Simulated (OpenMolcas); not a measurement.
# One shape, several levels: MoO3 (molybdenum trioxide)

Wanted: a comparison of 6 runs (HF/STO-3G, HF/def2-SVPD, B2PLYP/def2-SVPD, B3LYP/def2-SVPD, PBE/def2-SVPD, PBE0/def2-SVPD) of MoO3 (molybdenum trioxide). 

Program for the calculation: OpenMolcas 26.06.

## (1) Starting point

The species is MoO3 (4 atoms), meant as a singlet with charge 0. As SMILES, `[O]=[Mo](=[O])=[O]`. Geometry: relaxed at PBE0-D4/def2-TZVP.

Bond lengths: O1–Mo2 1.692 Å, Mo2–O3 1.692 Å, Mo2–O4 1.692 Å. Angles: O1–Mo2–O3 110.3°, O1–Mo2–O4 110.3°, O3–Mo2–O4 110.3°.

## (2) Energy and forces at HF/STO-3G (run 1)

The input, input.xyz:

```xyz
4

O     -0.968000    -0.149800     1.262500
Mo    -0.138100    -0.336500    -0.200300
O      1.507000    -0.607600     0.088800
O     -0.345200     1.033600    -1.171400
```

The input, mol.inp:

```
>>> EXPORT MOLCAS_PRINT=2

&GATEWAY
 BASLIB = $CurrDir
 COORD = input.xyz
 BASIS = STO-3G
 GROUP = NoSym

&SEWARD

&SCF
 THRESHOLDS = 1e-10 1e-07 1e-07 1e-05
 PRORBITALS = 1 1

&ALASKA
```

The basis set STO-3G is read from a file made from the Basis Set Exchange's data (not shown).

Launch:

```bash
export MOLCAS_MEM=1860
pymolcas mol.inp > mol.log
```

Output:

```text
--- Start Module: gateway ---
[...]
--- Stop Module: gateway /rc=_RC_ALL_IS_WELL_ ---
[...]
      Basis functions           42
[...]
--- Start Module: scf ---
[...]
       Convergence after  20 Iterations
[...]
::    Total SCF energy                              -4157.4937177789
[...]
      Total spin, S                                     0.0000000000
[...]
      Total electronic charge=   66.000000
      Total            charge=   -0.000000
[...]
      Dipole Moment (debye):
      Origin of the operator (angstrom)=   -0.0714   -0.1955   -0.1147
                   X= -1.7750E+00               Y= -3.7526E+00               Z= -2.2792E+00           Total=  4.7358E+00
      Quadrupole Moment (debye*angstrom):
[...]
--- Stop Module: scf /rc=_RC_ALL_IS_WELL_ ---
--- Start Module: alaska ---
[...]
 *              Molecular gradients               *
 **************************************************
  Irreducible representation: a
 ------------------------------------------------------------------------------------------
                              X                       Y                       Z
 ------------------------------------------------------------------------------------------
  O1               -3.50715207409991E-02    1.13441124787448E-02    6.63137822574598E-02
  MO2              -3.12312390375311E-02   -6.59223160474447E-02   -4.01163891310219E-02
  O3                7.39374689954388E-02   -8.81923699322229E-03    1.46286011260477E-02
  O4               -7.63470921681364E-03    6.33974405619071E-02   -4.08259942524971E-02
 ------------------------------------------------------------------------------------------
--- Stop Module: alaska /rc=_RC_ALL_IS_WELL_ ---
[...]
```

It took 3.3 s on 1 thread of Arm Neoverse V1, shared host; peak memory 0.38 GiB.

## (3) Energy and forces at HF/def2-SVPD (core potential) (run 2)

The input, struct.xyz:

```xyz
4

O     -0.968000    -0.149800     1.262500
Mo    -0.138100    -0.336500    -0.200300
O      1.507000    -0.607600     0.088800
O     -0.345200     1.033600    -1.171400
```

The input, test.inp:

```
* MoO3 Hartree-Fock

&GATEWAY
  BasLib=$CurrDir
  Coord=struct.xyz
  Basis=def2-SVPD
  Group=NoSym

&SEWARD

&SCF
  Thresholds=1e-10 1e-07 1e-07 1e-05
  PrOrbitals=1 1

&ALASKA
```

The basis set def2-SVPD is read from a file made from the Basis Set Exchange's data (not shown).

Launch:

```bash
export MOLCAS_MEM=1860
pymolcas test.inp > test.log
```

Output:

```text
--- Start Module: gateway ---
[...]
--- Stop Module: gateway /rc=_RC_ALL_IS_WELL_ ---
[...]
      Basis functions          103
[...]
--- Start Module: scf ---
[...]
       Convergence after  18 Iterations
[...]
::    Total SCF energy                               -291.8792350238
[...]
      Total spin, S                                     0.0000000000
[...]
      Total electronic charge=   38.000000
      Total            charge=   -0.000000
[...]
      Dipole Moment (debye):
      Origin of the operator (angstrom)=   -0.0714   -0.1955   -0.1147
                   X= -2.1255E+00               Y= -4.4932E+00               Z= -2.7293E+00           Total=  5.6706E+00
      Quadrupole Moment (debye*angstrom):
[...]
--- Stop Module: scf /rc=_RC_ALL_IS_WELL_ ---
[...]
--- Start Module: alaska ---
[...]
 *              Molecular gradients               *
 **************************************************
  Irreducible representation: a
 ------------------------------------------------------------------------------------------
                              X                       Y                       Z
 ------------------------------------------------------------------------------------------
  O1               -1.37925052506116E-02    1.05956719589099E-02    3.40682983015963E-02
  MO2              -2.20827956774334E-02   -4.65881078473700E-02   -2.83686638981364E-02
  O3                3.69050814563590E-02    1.21825484205917E-03    1.00348157395291E-02
  O4               -1.02978052833569E-03    3.47741810464157E-02   -1.57344501430590E-02
 ------------------------------------------------------------------------------------------
--- Stop Module: alaska /rc=_RC_ALL_IS_WELL_ ---
[...]
```

It took 16 s on 1 thread of Arm Neoverse V1, shared host; peak memory 0.58 GiB.

Runs 3 to 5 aren't shown in full; the table further down has their settings and results.

## (4) Energy and gradient at PBE0/def2-SVPD (core potential) (run 6)

The input, run.inp:

```
* MoO3 Kohn-Sham DFT

&GATEWAY
 BasLib=$CurrDir
 BasisSet
 O.def2-SVPD....
 O1 -0.968000 -0.149800 1.262500 angstrom
 O3 1.507000 -0.607600 0.088800 angstrom
 O4 -0.345200 1.033600 -1.171400 angstrom
 End of Basis
 BasisSet
 Mo.def2-SVPD....
 Mo2 -0.138100 -0.336500 -0.200300 angstrom
 End of Basis

&SEWARD
 GridInput
 Grid=UltraFine
 End of Grid

&SCF
 KSDFT=PBE0
 Thresholds=1e-10 1e-07 1e-07 1e-05
 PrOrbitals=1 2

&ALASKA
```

The basis set def2-SVPD is read from a file made from the Basis Set Exchange's data (not shown).

Launch:

```bash
export MOLCAS_MEM=1860
pymolcas run.inp > run.log
```

Output:

```text
--- Start Module: gateway ---
[...]
--- Stop Module: gateway /rc=_RC_ALL_IS_WELL_ ---
[...]
      Basis functions          103
[...]
--- Start Module: scf ---
[...]
       Convergence after  18 Iterations
[...]
::    Total KS-DFT energy                            -293.5084756859
[...]
      Total spin, S                                     0.0000000000
[...]
      Total electronic charge=   38.000000
      Total            charge=   -0.000000
[...]
      Dipole Moment (debye):
      Origin of the operator (angstrom)=   -0.0714   -0.1955   -0.1147
                   X= -1.8559E+00               Y= -3.9234E+00               Z= -2.3831E+00           Total=  4.9515E+00
      Quadrupole Moment (debye*angstrom):
[...]
--- Stop Module: scf /rc=_RC_ALL_IS_WELL_ ---
[...]
--- Start Module: alaska ---
[...]
 *              Molecular gradients               *
 **************************************************
  Irreducible representation: a
 ------------------------------------------------------------------------------------------
                              X                       Y                       Z
 ------------------------------------------------------------------------------------------
  O1                2.05332291947968E-04   -4.87320807643741E-04   -9.49754171017503E-04
  O3               -9.70574881305808E-04   -2.72438937659381E-04   -3.77259575595534E-04
  O4               -7.70906028666474E-05   -1.11637731411385E-03    2.71732708142736E-04
  MO2               8.42333192200062E-04    1.87613705942713E-03    1.05528103847785E-03
 ------------------------------------------------------------------------------------------
--- Stop Module: alaska /rc=_RC_ALL_IS_WELL_ ---
[...]
```

It took 36 s on 1 thread of Arm Neoverse V1, shared host; peak memory 0.58 GiB.

## (5) The series

| run | level | task | frozen core orbitals | energy (Eh) | dipole moment (D) | HOMO energy (eV) | LUMO energy (eV) | wall time |
| --- | --- | --- | --- | --- | --- | --- | --- | --- |
| 1 | HF/STO-3G | gradient | – | -4157.493718 | 4.74 | -7.59 | 2.97 | 3.3 s |
| 2 | HF/def2-SVPD (core potential) | gradient | – | -291.879235 | 5.67 | -13.25 | -2.16 | 16 s |
| 3 | B2PLYP/def2-SVPD (core potential) | energy | 3 | -293.483782 | 5.24 | -10.80 | -3.96 | 32 s |
| 4 | B3LYP/def2-SVPD (core potential) | gradient | – | -293.784700 | 4.91 | -8.96 | -5.18 | 40 s |
| 5 | PBE/def2-SVPD (core potential) | gradient | – | -293.609575 | 4.68 | -7.58 | -5.50 | 42 s |
| 6 | PBE0/def2-SVPD (core potential) | gradient | – | -293.508476 | 4.95 | -9.22 | -4.81 | 36 s |

## (6) Summary of results

```
                       quantity          value
            run 6: total energy  -293.50848 Eh
           run 6: dipole moment         4.95 D
             run 6: HOMO energy       -9.22 eV
             run 6: LUMO energy       -4.81 eV
           run 6: HOMO–LUMO gap        4.41 eV
run 6: largest force on an atom     0.119 eV/Å
```

The dipole moment (its size) runs from 4.68 D (PBE/def2-SVPD) to 5.67 D (HF/def2-SVPD). The HOMO–LUMO gap runs from 2.08 eV (PBE/def2-SVPD) to 11.09 eV (HF/def2-SVPD). Exact exchange widens orbital gaps. For B2PLYP the log adds the whole second-order term; the table takes 0.27 of it, as the functional is defined. Totals of different functionals can't be ranked against each other. Some runs of one species differ in core potentials or relativity; totals across that change don't compare. In run 1 the basis is minimal, so the values are rough. In run 1 relativity is left out where basis or elements ask for it. All runs together took 2.8 min, the longest 42 s.
